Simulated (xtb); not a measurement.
# C2H7Ge2Se (SMILES C=[CH][GeH][Se][GeH3]): GFN2-xTB

Aim: a geometry optimisation of C2H7Ge2Se. 

Program for the calculation: xtb 6.7.1.

## Step 1: The system as given

C2H7Ge2Se: 12 atoms, total charge 0, spin state doublet. As SMILES, `C=[CH][GeH][Se][GeH3]`. All atoms were displaced at random from a relaxed shape. The run starts from this shape.

Bond lengths: C1–C2 1.351 Å, C2–Ge3 2.080 Å, Ge3–Se4 2.300 Å, Se4–Ge5 2.380 Å, C1–H6 1.066 Å, C1–H7 1.060 Å, C2–H8 1.051 Å, Ge3–H9 1.583 Å, Ge5–H10 1.499 Å, Ge5–H11 1.507 Å, Ge5–H12 1.419 Å. Some angles: C1–C2–Ge3 115.6°, C2–Ge3–Se4 104.8°, Ge3–Se4–Ge5 100.3°, C1–C2–H8 123.9°, Ge3–C2–H8 119.0°, C2–C1–H6 118.9°, C2–C1–H7 117.3°, C2–Ge3–H9 103.8°, Se4–Ge3–H9 101.2°, Se4–Ge5–H10 105.5°.

## Step 2: A structure relaxation at GFN2-xTB

input.inp reads:

```
$opt
   engine=inertial
$end
```

start.xyz reads:

```xyz
12

C      0.172490    -0.557370     2.417970
C     -0.309290    -0.684220     1.162270
Ge    -1.477800     0.897180     0.482690
Se    -0.229520     1.878670    -1.181430
Ge     0.420790    -0.047120    -2.418770
H     -0.145140     0.269940     3.009740
H      0.930780    -1.234300     2.718940
H      0.039100    -1.394860     0.470420
H     -1.359130     1.977450     1.633910
H      0.944500     0.473220    -3.722890
H     -0.825240    -0.858830    -2.664080
H      1.465970    -0.751590    -1.766040
```

Run with:

```
xtb start.xyz --input input.inp --opt normal --uhf 1 --parallel 1 | tee run.log
```

**Question.** What will come out? Wanted: total energy at the end; dipole moment; HOMO energy; LUMO energy; dispersion energy; mean polarisability.

**Answer.** As computed:

At GFN2-xTB:

| quantity | value |
| --- | --- |
| total energy at the end | -14.85223 Eh |
| dipole moment | 2.72 D |
| HOMO energy (partly filled) | -9.56 eV |
| LUMO energy | -6.45 eV |
| dispersion energy | -26.53 kJ/mol |
| mean polarisability (D4 model) | 116.1 bohr³ |

At the final geometry: Bond lengths: C1–C2 1.319 Å, C2–Ge3 2.005 Å, Ge3–Se4 2.415 Å, Se4–Ge5 2.320 Å, C1–H6 1.080 Å, C1–H7 1.081 Å, C2–H8 1.084 Å, Ge3–H9 1.583 Å, Ge5–H10 1.500 Å, Ge5–H11 1.506 Å, Ge5–H12 1.505 Å. Some angles: C1–C2–Ge3 121.4°, C2–Ge3–Se4 102.8°, Ge3–Se4–Ge5 97.5°, C1–C2–H8 121.2°, Ge3–C2–H8 117.3°, C2–C1–H6 121.2°, C2–C1–H7 122.7°, C2–Ge3–H9 100.1°, Se4–Ge3–H9 96.9°, Se4–Ge5–H10 108.0°. The optimisation took 67 steps and changed the energy by -0.322 eV.
